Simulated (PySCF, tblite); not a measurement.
# C5H15NSi: infrared bands and NMR shifts

Wanted: the infrared bands and NMR shifts of C5H15NSi (`CC[Si@@H](C)N(C)C`), by calculation.

The runs use tblite 0.8.0 and PySCF 2.14.0, with density-fitted response routines of our own; the level of theory stands in each step. All values are computed, except where a source is named. Atoms are numbered from 0 throughout.

## Step 1: The molecule as given

22 atoms, charge 0, multiplicity 1; geometry from: GFN2-xTB.

Bonds of the start (Å): C0–C1 1.52, C1–Si2 1.91, Si2–C3 1.90, Si2–N4 1.73, N4–C5 1.44, N4–C6 1.44, C0–H7 1.09, C0–H8 1.09, C0–H9 1.09, C1–H10 1.09, C1–H11 1.09, Si2–H12 1.48, C3–H13 1.09, C3–H14 1.09, C3–H15 1.09, C5–H16 1.10, C5–H17 1.09, C5–H18 1.08, C6–H19 1.08, C6–H20 1.09, C6–H21 1.10.

## Step 2: Infrared spectrum with GFN2-xTB

The job: settings as JSON, then the geometry in Å.

```
{"job": {"kind": "ir", "xc": "GFN2-xTB", "basis": "xTB"}, "charge": 0, "multiplicity": 1}
C     -2.209027    -0.857642    -0.531555
C     -1.436799     0.216636    -1.289084
Si     0.030413     0.943220    -0.312742
C     -0.592082     1.792760     1.267898
N      1.069497    -0.350958     0.158913
C      2.045883    -0.191778     1.208853
C      1.449218    -1.393733    -0.762466
H     -3.027933    -1.248044    -1.134998
H     -1.555867    -1.685172    -0.266452
H     -2.626697    -0.448890     0.385160
H     -1.094486    -0.190800    -2.240865
H     -2.117456     1.030064    -1.542607
H      0.669846     1.969479    -1.172504
H     -0.830030     1.075187     2.046980
H     -1.489971     2.365427     1.060254
H      0.144353     2.483168     1.665962
H      3.028162     0.088870     0.809502
H      2.159613    -1.133547     1.753858
H      1.722023     0.577900     1.901590
H      0.688265    -1.509940    -1.527059
H      1.558213    -2.341003    -0.225793
H      2.404453    -1.171820    -1.253694
```

**Question.** This job is followed by: GIAO PBE0/pcSseg-1 NMR shielding, non-relativistic, gas phase. Predict these results of the whole session: strongest single infrared mode (GFN2-xTB); zero-point energy (GFN2-xTB); 13C shifts against TMS (PBE0/pcSseg-1, means over atoms taken as alike); 1H shifts against TMS (PBE0/pcSseg-1, means over atoms taken as alike); 29Si shifts against TMS (PBE0/pcSseg-1); 15N shifts against NH3 (PBE0/pcSseg-1).

**Answer**, as computed:

| quantity | value |
| --- | --- |
| strongest single infrared mode (GFN2-xTB) | 2086 cm⁻¹, 399 km/mol |
| zero-point energy (GFN2-xTB) | 120.3 kcal/mol |
| 13C shifts against TMS (PBE0/pcSseg-1, means over atoms taken as alike) | 40.1, 9.5, 8.4, -4.7 ppm |
| 1H shifts against TMS (PBE0/pcSseg-1, means over atoms taken as alike) | 4.93, 2.52, 1.02, 0.98, 0.36, 0.13 ppm |
| 29Si shifts against TMS (PBE0/pcSseg-1) | -11.6 ppm |
| 15N shifts against NH3 (PBE0/pcSseg-1) | 19.3 ppm |

All 60 modes are real, so the xTB geometry is a minimum. The strongest single mode, at 2086 cm⁻¹, moves mainly H12. GFN2-xTB is a fitted tight-binding method: band positions and strengths are rough. Its intensities can rank the bands wrongly. At PBE0/pcSseg-1: The largest span, 98 ppm, is at Si2, where the paramagnetic term is -522 ppm.
